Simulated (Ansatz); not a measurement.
CsLiCr2Te2S3:

```
CELL_PARAMETERS angstrom
6.10792 -0.01886 0.00581
-2.28822 5.93151 0.00333
-1.38462 -2.19395 7.56260
ATOMIC_POSITIONS crystal
Cs 0.06348 0.10178 0.99394
Li 0.57026 0.58143 0.57403
Cr 0.07801 0.50138 0.57990
Cr 0.43162 0.02972 0.53722
Te 0.54458 0.76732 0.28198
Te 0.01143 0.65932 0.29902
S 0.77800 0.37133 0.70773
S 0.39402 0.82508 0.74875
S 0.19605 0.23009 0.48646
```

The cell was built by a generator and needn't be a form met in nature.

| Property | Result |
| --- | --- |
| Program | Ansatz 0.2.0 |
| Task | relaxation of cell and atoms |
| Functional | PBE |
| Dispersion | D4 |
| Potentials or basis | Ansatz PAW |
| Cutoff | 420 eV (not typed: the program's choice for these potentials) |
| k mesh | 4 × 4 × 3 |
| Occupations | fermi-dirac, width 0.05 eV |
| Spin | collinear spin, ferromagnetic start |
| Starting moments | [0.0, 0.0, 3.0, 3.0, 0.0, 0.0, 0.0, 0.0, 0.0] μB |

At the start: volume 30.42 Å³/atom.

Q: Where does the relaxation end?

A: It ends after 9 steps and the volume is 27.35 Å³/atom (-10.1 %); space group P1 (No. 1, to 0.05 Å); moment 5.50 μB per cell.

The path:
| step | energy change (eV) | largest force (eV/Å) | volume (Å³) |
| --- | --- | --- | --- |
| 1 | 0.0000 | 0.1338 | 273.78 |
| 2 | -0.0636 | 0.1288 | 262.83 |
| 3 | -0.1014 | 0.0942 | 250.45 |
| 4 | -0.1111 | 0.1389 | 247.25 |
| 5 | -0.1201 | 0.0574 | 246.02 |
| 6 | -0.1212 | 0.0263 | 246.39 |
| 7 | -0.1219 | 0.0111 | 246.23 |
| 8 | -0.1221 | 0.0066 | 246.11 |
| 9 | -0.1197 | 0.0068 | 246.11 |

Final structure:
```yaml
crystal:
  lattice:
    - [6.08309, -0.11284, 0.02688]
    - [-2.37060, 5.79988, 0.01993]
    - [-1.31827, -2.07896, 7.01209]
  atoms:
    - { symbol: Cs, position: [0.07759, 0.10458, 0.98201] }
    - { symbol: Li, position: [0.56727, 0.58126, 0.57148] }
    - { symbol: Cr, position: [0.07644, 0.50254, 0.58141] }
    - { symbol: Cr, position: [0.43194, 0.03016, 0.53880] }
    - { symbol: Te, position: [0.54450, 0.76853, 0.26775] }
    - { symbol: Te, position: [0.00193, 0.64911, 0.27933] }
    - { symbol: S, position: [0.77700, 0.38777, 0.72477] }
    - { symbol: S, position: [0.40866, 0.82626, 0.76617] }
    - { symbol: S, position: [0.18213, 0.21723, 0.49732] }
```

Caveat: the plane-wave basis is chosen anew once the cell has moved, so the energies of steps on either side of that aren't comparable; only a ferromagnetic start was run, and an antiferromagnetic order may lie lower in energy; pairwise dispersion overbinds metals, which lowers pressure and volume.
